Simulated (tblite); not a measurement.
# C5H6Cl2F3NO: the cost of one run

Programs: tblite 0.8.0 and PySCF 2.14.0, with density-fitted response routines of our own. Each step states its level of theory. These are calculated values for one molecule in the gas phase, unless marked as measured. Atoms are numbered from 0 throughout.

## Step 1: The starting structure

18 atoms, charge 0, multiplicity 1; geometry from: force field or distance geometry start.

Bonds of the start (Å): N0–C1 1.35, C1–O2 1.25, C1–C3 1.51, C3–C4 1.52, C4–F5 1.37, C4–F6 1.35, C3–C7 1.53, C7–F8 1.37, C7–C9 1.55, C9–Cl10 1.79, C9–Cl11 1.79, N0–H12 1.02, N0–H13 1.02, C3–H14 1.09, C4–H15 1.09, C7–H16 1.10, C9–H17 1.10.

## Step 2: Geometry optimisation with GFN2-xTB

The job: settings as JSON, then the geometry in Å.

```
{"job": {"kind": "relax", "xc": "GFN2-xTB", "basis": "xTB"}, "charge": 0, "multiplicity": 1}
N      0.701200     2.344700     0.702800
C      1.138500     1.074000     0.834300
O      2.001600     0.803400     1.691000
C      0.583500     0.068500    -0.141400
C      1.197300    -1.288800     0.179100
F      0.998700    -2.112200    -0.894200
F      0.535900    -1.862100     1.203500
C     -0.937800     0.032600    -0.034000
F     -1.397900     1.249300    -0.463600
C     -1.650400    -1.069200    -0.850200
Cl    -1.346700    -0.890300    -2.608500
Cl    -3.419200    -1.008600    -0.575100
H      1.049900     3.062600     1.334100
H     -0.046100     2.601000     0.056000
H      0.888500     0.399100    -1.130700
H      2.266500    -1.268200     0.404900
H     -1.242700    -0.054400     1.017300
H     -1.329500    -2.075000    -0.557200
```

Started as:

```console
> OMP_NUM_THREADS=1 python probes_run.py task.json out
```

This one command runs all jobs of the session in turn.

Q: Estimate the wall time and peak memory of this first job on 1 thread of Intel Xeon at 2.50GHz, shared host.

About 3.2 s, with a peak of 0.18 GiB.
